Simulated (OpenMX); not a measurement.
Crystal: HPbNO4.

```xyz
7
Lattice="4.2753 -0.0004 0.0064 -2.0840 5.2077 -0.0491 -2.1238 -1.8657 4.9149" Properties=species:S:1:pos:R:3 pbc="T T T"
H     2.2338   -1.5247    4.4769
Pb    0.1373    4.0030    0.6652
N    -2.0197    1.5311    2.4473
O     2.2736    4.7756    0.1022
O    -1.9905    2.6889    2.9560
O     2.2225    1.4102    1.1945
O    -2.0163    0.5081    3.1892
```

The cell was built by a generator and needn't be a form met in nature.

Base run:

| Item | Value |
| --- | --- |
| Program | OpenMX 3.8.5 |
| Functional | PBE |
| Potentials or basis | OpenMX 2013 PBE set, H6.0-s2p1, Pb8.0-s3p2d2f1, N6.0-s2p2d1, O6.0-s2p2d1, grid cutoff 500 Ry |
| k mesh | 9 × 7 × 7 |
| Occupations | fermi-dirac, width 0.05 eV |
| Spin | no spin polarisation |

Its results: band gap on the k mesh 2.94 eV, indirect (least direct gap 3.23 eV); pressure 2.1 GPa; largest force 1.132 eV/Å.

Task: The run is repeated on the same cell with these changes: functional from PBE to LDA; potentials or basis from OpenMX 2013 PBE set, H6.0-s2p1, Pb8.0-s3p2d2f1, N6.0-s2p2d1, O6.0-s2p2d1, grid cutoff 500 Ry to OpenMX 2013 LDA set, H6.0-s2p1, Pb8.0-s3p2d2f1, N6.0-s2p2d1, O6.0-s2p2d1, grid cutoff 500 Ry. What comes out?

Result: Band gap on the k mesh 2.88 eV, indirect (least direct gap 3.19 eV); pressure -3.1 GPa; largest force 0.436 eV/Å.

Caveats: spin-orbit coupling is left out, which as a rule narrows the gap of such compounds by several tenths of an eV; the basis of atomic orbitals isn't converged, which shifts pressures, moduli and gaps; forces of over 1 eV/Å show positions far from the minimum, so gaps and moduli don't describe the material at rest (some runs).

A k mesh can miss the band edges.

Not every run made on this cell is shown here.
